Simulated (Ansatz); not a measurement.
# Ge started on a B site in wurtzite BN, 96 atoms, charge +1, part 2 of 2

Ansatz 0.2.0, PAW. The steps go on from the part before.

### 3 Single point with HSE06

The input, in.yaml:

```yaml
crystal:
  lattice:
    - [7.622990, 0.000000, 0.000000]
    - [0.000000, 8.802271, 0.000000]
    - [0.000000, 0.000000, 8.406582]
  atoms:
    - { symbol: B, position: [0.999772, 0.166712, 0.000527] }
    - { symbol: B, position: [0.999783, 0.165878, 0.501133] }
    - { symbol: B, position: [0.332482, 0.165259, 0.000853] }
    - { symbol: B, position: [0.328113, 0.160812, 0.500700] }
    - { symbol: B, position: [0.165056, 0.417383, 0.000638] }
    - { symbol: B, position: [0.160318, 0.416252, 0.500704] }
    - { symbol: B, position: [0.999764, 0.667094, 0.000205] }
    - { symbol: B, position: [0.999752, 0.666902, 0.500756] }
    - { symbol: B, position: [0.667074, 0.165251, 0.000854] }
    - { symbol: B, position: [0.671497, 0.160771, 0.500690] }
    - { symbol: B, position: [0.499768, 0.417046, 0.002688] }
    - { symbol: B, position: [0.331809, 0.668433, 0.000746] }
    - { symbol: B, position: [0.329615, 0.674304, 0.500575] }
    - { symbol: B, position: [0.165906, 0.916842, 0.000310] }
    - { symbol: B, position: [0.164191, 0.916639, 0.501002] }
    - { symbol: B, position: [0.834481, 0.417378, 0.000629] }
    - { symbol: B, position: [0.839285, 0.416212, 0.500677] }
    - { symbol: B, position: [0.667723, 0.668431, 0.000740] }
    - { symbol: B, position: [0.669936, 0.674322, 0.500557] }
    - { symbol: B, position: [0.499768, 0.917053, 0.000423] }
    - { symbol: B, position: [0.499783, 0.918121, 0.500955] }
    - { symbol: B, position: [0.833638, 0.916836, 0.000314] }
    - { symbol: B, position: [0.835368, 0.916607, 0.500997] }
    - { symbol: B, position: [0.165230, 0.082266, 0.250074] }
    - { symbol: B, position: [0.165530, 0.082912, 0.751261] }
    - { symbol: B, position: [0.999710, 0.333539, 0.249695] }
    - { symbol: B, position: [0.999695, 0.332878, 0.751347] }
    - { symbol: B, position: [0.499713, 0.083143, 0.249947] }
    - { symbol: B, position: [0.499713, 0.083152, 0.751037] }
    - { symbol: B, position: [0.327784, 0.330690, 0.245219] }
    - { symbol: B, position: [0.329358, 0.331600, 0.757509] }
    - { symbol: B, position: [0.166044, 0.583987, 0.249872] }
    - { symbol: B, position: [0.165908, 0.584032, 0.750950] }
    - { symbol: B, position: [0.999712, 0.833068, 0.250337] }
    - { symbol: B, position: [0.999700, 0.833475, 0.751054] }
    - { symbol: B, position: [0.834220, 0.082247, 0.250084] }
    - { symbol: B, position: [0.833885, 0.082888, 0.751258] }
    - { symbol: B, position: [0.671698, 0.330653, 0.245205] }
    - { symbol: B, position: [0.670045, 0.331574, 0.757527] }
    - { symbol: B, position: [0.499710, 0.589693, 0.245215] }
    - { symbol: B, position: [0.499693, 0.587771, 0.757459] }
    - { symbol: B, position: [0.332010, 0.835186, 0.250070] }
    - { symbol: B, position: [0.332705, 0.834714, 0.751126] }
    - { symbol: B, position: [0.833409, 0.583999, 0.249860] }
    - { symbol: B, position: [0.833505, 0.584038, 0.750939] }
    - { symbol: B, position: [0.667400, 0.835181, 0.250074] }
    - { symbol: B, position: [0.666693, 0.834697, 0.751127] }
    - { symbol: Ge, position: [0.499858, 0.417440, 0.500559] }
    - { symbol: N, position: [0.999771, 0.166931, 0.187871] }
    - { symbol: N, position: [0.999768, 0.166783, 0.687935] }
    - { symbol: N, position: [0.332448, 0.165140, 0.186652] }
    - { symbol: N, position: [0.332682, 0.166895, 0.688267] }
    - { symbol: N, position: [0.165072, 0.417375, 0.186378] }
    - { symbol: N, position: [0.166652, 0.416685, 0.688268] }
    - { symbol: N, position: [0.999778, 0.666764, 0.187562] }
    - { symbol: N, position: [0.999761, 0.666736, 0.687609] }
    - { symbol: N, position: [0.667105, 0.165131, 0.186644] }
    - { symbol: N, position: [0.666854, 0.166874, 0.688252] }
    - { symbol: N, position: [0.499779, 0.417052, 0.191225] }
    - { symbol: N, position: [0.499751, 0.417067, 0.710504] }
    - { symbol: N, position: [0.331654, 0.668525, 0.186547] }
    - { symbol: N, position: [0.333233, 0.667514, 0.688165] }
    - { symbol: N, position: [0.165708, 0.916847, 0.187334] }
    - { symbol: N, position: [0.165954, 0.916870, 0.688038] }
    - { symbol: N, position: [0.834477, 0.417401, 0.186375] }
    - { symbol: N, position: [0.832870, 0.416684, 0.688269] }
    - { symbol: N, position: [0.667869, 0.668522, 0.186552] }
    - { symbol: N, position: [0.666259, 0.667501, 0.688153] }
    - { symbol: N, position: [0.499762, 0.917145, 0.187826] }
    - { symbol: N, position: [0.499755, 0.917361, 0.687750] }
    - { symbol: N, position: [0.833827, 0.916837, 0.187339] }
    - { symbol: N, position: [0.833559, 0.916844, 0.688040] }
    - { symbol: N, position: [0.163697, 0.080662, 0.437903] }
    - { symbol: N, position: [0.165889, 0.083263, 0.937702] }
    - { symbol: N, position: [0.999718, 0.333601, 0.437911] }
    - { symbol: N, position: [0.999696, 0.333448, 0.937506] }
    - { symbol: N, position: [0.499717, 0.084275, 0.437722] }
    - { symbol: N, position: [0.499707, 0.083560, 0.937535] }
    - { symbol: N, position: [0.312346, 0.322546, 0.430300] }
    - { symbol: N, position: [0.331510, 0.332710, 0.941478] }
    - { symbol: N, position: [0.167013, 0.583429, 0.437624] }
    - { symbol: N, position: [0.166336, 0.583715, 0.937399] }
    - { symbol: N, position: [0.999711, 0.831962, 0.437772] }
    - { symbol: N, position: [0.999703, 0.833313, 0.937691] }
    - { symbol: N, position: [0.835763, 0.080620, 0.437915] }
    - { symbol: N, position: [0.833528, 0.083253, 0.937702] }
    - { symbol: N, position: [0.687211, 0.322435, 0.430245] }
    - { symbol: N, position: [0.667903, 0.332695, 0.941493] }
    - { symbol: N, position: [0.499703, 0.605907, 0.430304] }
    - { symbol: N, position: [0.499691, 0.585470, 0.941488] }
    - { symbol: N, position: [0.330804, 0.837350, 0.437846] }
    - { symbol: N, position: [0.332813, 0.834238, 0.937625] }
    - { symbol: N, position: [0.832409, 0.583457, 0.437617] }
    - { symbol: N, position: [0.833059, 0.583722, 0.937388] }
    - { symbol: N, position: [0.668590, 0.837359, 0.437848] }
    - { symbol: N, position: [0.666577, 0.834235, 0.937626] }
  symmetry: { detect: false }
kpoints:
  mp_grid: { grid: [1, 1, 1], shift: [0.25, 0.25, 0.25] }
hamiltonian:
  xc: hse06
total_charge: 1
scf:
  occupations: { method: fermi_dirac, width: 0.01 }
output:
  forces: true
  eigenvalues: true
  populations: true
  charged_corrections: { epsilon: 7 }
  eigenstates: { kpoints: [[0.25, 0.25, 0.25]], e_range: [-6.0, 6.0], localisation: true }
```

On the command line:

```sh
> ansatz run in.yaml --threads 8 --pin off --max-ram 17100MiB --runs-dir r --events-out ev --progress --plain
```

Log:

```text
Pseudopotentials: kind: paw
Functional definition: HSE06
  parameter a = 0.25
  parameter omega = 0.11/bohr
  exchange = pbe_x - a*pbe_x_sr(omega) + a*exact_x_sr(omega)
  correlation = pbe_c
Crystal: 96 atoms, lattice volume = 564.078 Å³
Basis set: ecut = 420 eV, 11009 PW (Γ), exchange–correlation on 108×120×120 points (8 copies of the dense FFT grid, shifted against one another)
Bands: 293, of which v1, the nominal top of the filled ones, is band 197 counted from 1 (196 counted from 0)
Symmetry: 1 space group operations
k-points: 1
Non-local potential: B, projectors of the file, l = 0: 2, l = 1: 2, l = 2: 1
Non-local potential: Ge, projectors of the file, l = 0: 2, l = 1: 2, l = 2: 3, l = 3: 1
Non-local potential: N, projectors of the file, l = 0: 2, l = 1: 2, l = 2: 1
PAW form: soft (Blöchl's): semilocal exchange-correlation on the pseudo side does not see the compensation charge
PAW frozen core: B, regenerated for the run's functional, and the local potential with it (the file was generated under x = pbe(κ = 0.804, μ = 0.2195149727645171), c = pbe(β = 0.06672455060314922))
PAW frozen core: Ge, regenerated for the run's functional, and the local potential with it (the file was generated under x = pbe(κ = 0.804, μ = 0.2195149727645171), c = pbe(β = 0.06672455060314922))
PAW frozen core: N, regenerated for the run's functional, and the local potential with it (the file was generated under x = pbe(κ = 0.804, μ = 0.2195149727645171), c = pbe(β = 0.06672455060314922))
PAW one-centre angular grid: B, 110 points (default); XC on 64 Gauss nodes
PAW one-centre angular grid: Ge, 590 points (default); XC on 64 Gauss nodes
PAW one-centre angular grid: N, 110 points (default); XC on 64 Gauss nodes
Initial density: superposition of atomic densities (neutral atoms scaled as one to the charged cell's electrons: chi_scale 0, normalization atom), corrected by the library's trained network
Initial wavefunctions: pseudopotential atomic-orbital guess
Functional: x = pbe(κ = 0.804, μ = 0.2195149727645171), c = pbe(β = 0.06672455060314922), warm-up for x = pbe(κ = 0.804, μ = 0.2195149727645171) + 0.25 (exact − pbe) at short range (hse, ω = 0.20786987370883472 Å⁻¹), c = pbe(β = 0.06672455060314922); HSE06 as pw.x's `hse` composes it (authors' and Libxc's form: `xc: wpbeh`)
SCF iter   1: F=—  HF=-30173.932766 eV  |F-HF|=—  |Δ(HF+E_count)|=         —  Δρ=3.29e-3  dr2=8.67e-2  ethr=1.77e-3  ⟨swp⟩=14.0  Hψ=1597  notcnv=0
preconditioner: auto → none  [insulator: Δε(μ)=6.258 eV  Ē_g=18.054 eV  σ=0.010 eV  W_gap=1.00  n_scr=154 (ndim 8)  ℏωp=31.0 eV  f_vac=0.000  D(μ)=0.00/eV (n_scr^D=0)]
SCF iter   2: F=—  HF=-30173.929036 eV  |F-HF|=—  |Δ(HF+E_count)|=   3.73e-3  Δρ=1.33e-3  dr2=9.53e-3  ethr=2.20e-5  ⟨swp⟩=10.0  Hψ=870  notcnv=0  defer=5
iter 3 solved again at ethr=1.38e-7 eV; its pass at ethr=2.42e-6 eV (dr2=5.43e-4 eV) is discarded
SCF iter   3: F=-30173.932835 eV  HF=-30173.932668 eV  |F-HF|=1.67e-4  |Δ(HF+E_count)|=   3.63e-3  Δρ=4.21e-4  dr2=5.48e-4  ethr=1.38e-7  ⟨swp⟩=3.0  Hψ=1327  notcnv=0  defer=9
SCF 1 stopped early in 3 iterations: F = -30173.932835 eV  dr2 = 5.48e-4
Initial density: handed on by an earlier stage of this run
Initial wavefunctions: those handed on with the density
Functional: x = pbe(κ = 0.804, μ = 0.2195149727645171) + 0.25 (exact − pbe) at short range (hse, ω = 0.20786987370883472 Å⁻¹), c = pbe(β = 0.06672455060314922); HSE06 as pw.x's `hse` composes it (authors' and Libxc's form: `xc: wpbeh`)
Exchange kernel: α = 0.2500, screened, ω = 0.2079 Å⁻¹, Wigner–Seitz truncation, v(0) = 796.5775 eV·Å³, q-mesh 1×1×1, nearest image of the exchange supercell L = 7.62 Å, pair-density grid 36×45×45, without the augmentation charges, whose exchange is taken in its separable form (sized by the pseudopotential files, 50×60×60 at the most), smooth part of the exchange summed in real space on grids 50×60 [...]
Frozen-core exchange: fock
SCF iter   1: F=—  HF=-30183.691466 eV  |F-HF|=—  |Δ(HF+E_count)|=         —  Δρ=9.30e-3  dr2=2.27e-1  ethr=1.39e-6  ⟨swp⟩=10.0  Hψ=1643  notcnv=0
preconditioner: auto → none  [insulator: Δε(μ)=7.620 eV  Ē_g=20.524 eV  σ=0.010 eV  W_gap=1.00  n_scr=154 (ndim 8)  ℏωp=31.0 eV  f_vac=0.000  D(μ)=0.00/eV (n_scr^D=0)]
SCF iter   2: F=—  HF=-30183.593441 eV  |F-HF|=—  |Δ(HF+E_count)|=   9.80e-2  Δρ=4.13e-3  dr2=4.03e-2  ethr=1.39e-6  ⟨swp⟩=4.0  Hψ=1005  notcnv=0
SCF iter   3: F=—  HF=-30183.691745 eV  |F-HF|=—  |Δ(HF+E_count)|=   9.83e-2  Δρ=1.48e-3  dr2=8.96e-3  ethr=1.39e-6  ⟨swp⟩=5.0  Hψ=946  notcnv=0
SCF iter   4: F=—  HF=-30183.688406 eV  |F-HF|=—  |Δ(HF+E_count)|=   3.34e-3  Δρ=3.47e-4  dr2=1.08e-3  ethr=1.39e-6  ⟨swp⟩=4.0  Hψ=868  notcnv=0
SCF iter   5: F=—  HF=-30183.688141 eV  |F-HF|=—  |Δ(HF+E_count)|=   2.65e-4  Δρ=1.01e-4  dr2=1.48e-4  ethr=2.23e-7  ⟨swp⟩=3.0  Hψ=615  notcnv=0
SCF iter   6: F=—  HF=-30183.688927 eV  |F-HF|=—  |Δ(HF+E_count)|=   7.86e-4  Δρ=1.39e-4  dr2=8.72e-5  ethr=1.82e-8  ⟨swp⟩=5.0  Hψ=808  notcnv=0
SCF iter   7: F=-30183.688898 eV  HF=-30183.688900 eV  |F-HF|=1.27e-6  |Δ(HF+E_count)|=   2.78e-5  Δρ=2.31e-5  dr2=4.26e-6  ethr=1.82e-8  ⟨swp⟩=3.0  Hψ=600  notcnv=0
SCF 2 stopped early in 7 iterations: F = -30183.688898 eV  dr2 = 4.26e-6
  Residual-converged pass: ⟨swp⟩=3.0  Hψ=687  notcnv=0  max |occ|·‖R‖ = 6.5e-6 eV (tolerance 6.7e-6 eV)  dr2=4.09e-6  dr2_onsite=2.30e-7  max |Δocc| = 0.0e0
[... from here the SCF cycle lines were not kept, up to the last twenty ...]
hybrid outer 1: dexx = +1.113e-1 eV, tail = 9.12e-5 eV
SCF iter   1: F=—  HF=-30183.687570 eV  |F-HF|=—  |Δ(HF+E_count)|=         —  Δρ=3.56e-5  dr2=4.19e-6  ethr=1.16e-7  ⟨swp⟩=8.0  Hψ=777  notcnv=0
preconditioner: auto → none  [insulator: Δε(μ)=7.648 eV  Ē_g=20.518 eV  σ=0.010 eV  W_gap=1.00  n_scr=154 (ndim 8)  ℏωp=31.0 eV  f_vac=0.000  D(μ)=0.00/eV (n_scr^D=0)]
SCF iter   2: F=—  HF=-30183.687569 eV  |F-HF|=—  |Δ(HF+E_count)|=   8.29e-7  Δρ=1.29e-5  dr2=3.81e-7  ethr=8.99e-10  ⟨swp⟩=4.0  Hψ=695  notcnv=0
SCF iter   3: F=—  HF=-30183.687570 eV  |F-HF|=—  |Δ(HF+E_count)|=   8.26e-7  Δρ=5.07e-6  dr2=6.36e-8  ethr=7.47e-11  ⟨swp⟩=6.0  Hψ=846  notcnv=0  defer=9
SCF iter   4: F=-30183.687570 eV  HF=-30183.687570 eV  |F-HF|=9.43e-9  |Δ(HF+E_count)|=   1.68e-9  Δρ=1.63e-6  dr2=1.36e-8  ethr=1.48e-11  ⟨swp⟩=5.0  Hψ=640  notcnv=0  defer=3
SCF 3 converged in 4 iterations: F = -30183.687570 eV  dr2 = 1.36e-8
  Residual-converged pass: ⟨swp⟩=2.0  Hψ=490  notcnv=0  max |occ|·‖R‖ = 2.1e-6 eV (tolerance 3.1e-6 eV)  dr2=1.38e-8  dr2_onsite=4.38e-10  max |Δocc| = 0.0e0
hybrid outer 2: dexx = +9.104e-7 eV, tail = 3.58e-8 eV, Δε = 4.05e-3 eV (about 9.46e-5 eV left of the loop's levels), ΔF = 5.47e-3 eV/Å (tail 5.12e-4)
NSCF: frozen V_eff on 1 k-points
hybrid SCF converged: 2 outer / 11 inner (+3 warm-up), last move |dexx| = 9.10e-7 eV, tail = 3.58e-8 eV
Stability not checked: this state was not tested for a lower state beside it, because the functional holds exact exchange (a hybrid, or Hartree-Fock), whose exchange loop this test does not read (fock_operator; see scf.lower_state_search)
Free energy (F): -30183.687570 eV
Harris-Foulkes:  -30183.687570 eV  (|F-HF|=9.43e-9)
Internal energy: -30183.687570 eV  (E = F + TS)
E sigma→0 (E₀):  -30183.687570 eV
Fermi energy:    14.327289 eV
--- Per-component energies (eV) ---
  E_band       = 616.951871
  E_kinetic    = 8998.609497
  E_local      = -10853.672520  (includes V_loc(G=0)·N_el)
  E_nonlocal   = 3084.359658
  E_hartree    = 3518.899388
  E_xc         = -3668.722488
  E_vxc        = -4496.600242  (∫ρ·V_xc dr)
  E_exx        = -989.837668  (= α·E_x^exact, valence–valence)
  E_paw        = -11736.659311  (= ΣΔE_a)
  E_vpaw       = -1173.871838  (= ΣTr[D̂ρ^β])
  E_aug_tail   = 0.005114  (compensation charges beyond the density's cutoff)
  E_ewald      = -18534.650675
  E_core_change = -2.018570  (= ΣΔE_core)
  E_smearing   = -0.000000  (= −TS)
  E_closure    = 0.000005  (closes the sum)
  E_deformation_potential = 21.213277  (in the stress; not in F)
  Σ components = -30183.687570   (vs F -30183.687570, Δ=-3.64e-12)
--- Forces (eV/Å), atoms counted from 1 ---
  atom   1  B     -0.00143524    -0.00570329    -0.02115757
  atom   2  B     -0.00050898    -0.01779479    -0.02478025
[... 3 atoms left out ...]
  atom   6  B     -0.04552303    -0.05233932    -0.06053443
[... 3 atoms left out ...]
  atom  10  B      0.05396778    -0.01679968    -0.05273879
[... 2 atoms left out ...]
  atom  13  B      0.01977062     0.06025188    -0.05619170
[... 3 atoms left out ...]
  atom  17  B      0.04740933    -0.05172291    -0.06037980
[... 1 atom left out ...]
  atom  19  B     -0.02145816     0.06060606    -0.05457834
[... 19 atoms left out ...]
  atom  39  B     -0.01085886     0.00524739     0.04647147
[... 8 atoms left out ...]
  atom  48  Ge    -0.00834520     0.00715518    -0.06123100
[... 11 atoms left out ...]
  atom  60  N     -0.00019375     0.00793454    -0.23661645
[... 18 atoms left out ...]
  atom  79  N      0.19435456     0.13603766     0.10517956
[... 7 atoms left out ...]
  atom  87  N     -0.19797015     0.13500119     0.10614661
[... 1 atom left out ...]
  atom  89  N     -0.00213063    -0.23883188     0.10736385
[... 7 atoms left out ...]
  max |Σ_I F_I| component: 2.77e-4 eV/Å
--- Charged-cell corrections in eV (Makov–Payne, q = +1.000 e, ε = 7.000) ---
  F (periodic)     = -30183.687570  (uncorrected; the corrections below are reported, never added to it)
  E_corr1          = +0.351259  (monopole, q²α_M/2εL)
  F Makov-Payne    = -30183.336311  (F + E_corr1; no measured alignment; for a localised charge, not one spread in a band: unchecked)
--- Band table (eV) ---
  k-point 0: bands = [... 185 lower levels ..., "8.7604", "8.8047", "9.0267", "9.2592", "9.2894", "9.4693", "9.5118", "9.5998", "9.6960", "9.7320", "10.1584", "10.5035", "18.1517", "18.1797", "18.5659", "18.8119", "18.9258", "19.0529", "19.2459", "19.4682", "19.5544", "19.6047", "19.6730", "19.7163", ... 84 higher levels ...]
--- Löwdin populations: 96 sites ---
  site symbol       q [e]
     0      B      2.6457
     1      B      2.6451
[... 3 atoms left out ...]
     5      B      2.6695
[... 3 atoms left out ...]
     9      B      2.6639
[... 6 atoms left out ...]
    16      B      2.6699
[... 21 atoms left out ...]
    38      B      2.6602
[... 8 atoms left out ...]
    47     Ge     12.5342
[... 11 atoms left out ...]
    59      N      5.4311
[... 18 atoms left out ...]
    78      N      5.4328
[... 7 atoms left out ...]
    86      N      5.4329
[... 1 atom left out ...]
    88      N      5.4324
[... 7 atoms left out ...]
  spilling = 0.003802 (of n_electrons = 394.000000)
```

Wall time 69 s (8 threads of Intel Xeon 6975P-C, shared host); peak memory 3.5 GiB.

Top filled level 10.503 eV, lowest empty level 18.152 eV: 7.65 eV apart at the single k point (¼, ¼, ¼).

The states next to the gap (eigenstates.tsv), from the top filled level:

```
level (eV)  spin  filling  atoms sharing it  main element  its share  largest atom
     -0.35  both     2.00              71.1             N       0.78             –
      0.00  both     2.00              70.0             N       0.79             –
      7.65  both     0.00              58.5             B       0.48             –
      7.68  both     0.00              61.2             B       0.48             –
      8.06  both     0.00              27.5             N       0.46   Ge48 (0.13)
```

On these atoms HSE06 leaves forces up to 0.26 eV/Å (on N87), as they were relaxed at another level of theory (and may have been on other k points).

### 4 What came out

What follows sums up all 2 parts.

| level | time | top filled to lowest empty (eV) |
| --- | --- | --- |
| PBEsol, relaxation | 17 s (8 CPU threads) | 6.03 |
| HSE06 | 69 s (8 CPU threads) | 7.65 |

```
     quantity                             value
   relaxation  5 recorded steps, 7.11 eV gained
largest shift                      0.22 Å (N79)
```

**Reading.** Relaxation gains 7.11 eV, with shifts up to 0.22 Å (N79). At the same k points, PBEsol gives a spacing 1.61 eV smaller than the 7.65 eV of HSE06. In a defect cell this spacing can involve defect levels, so it need not be the gap.
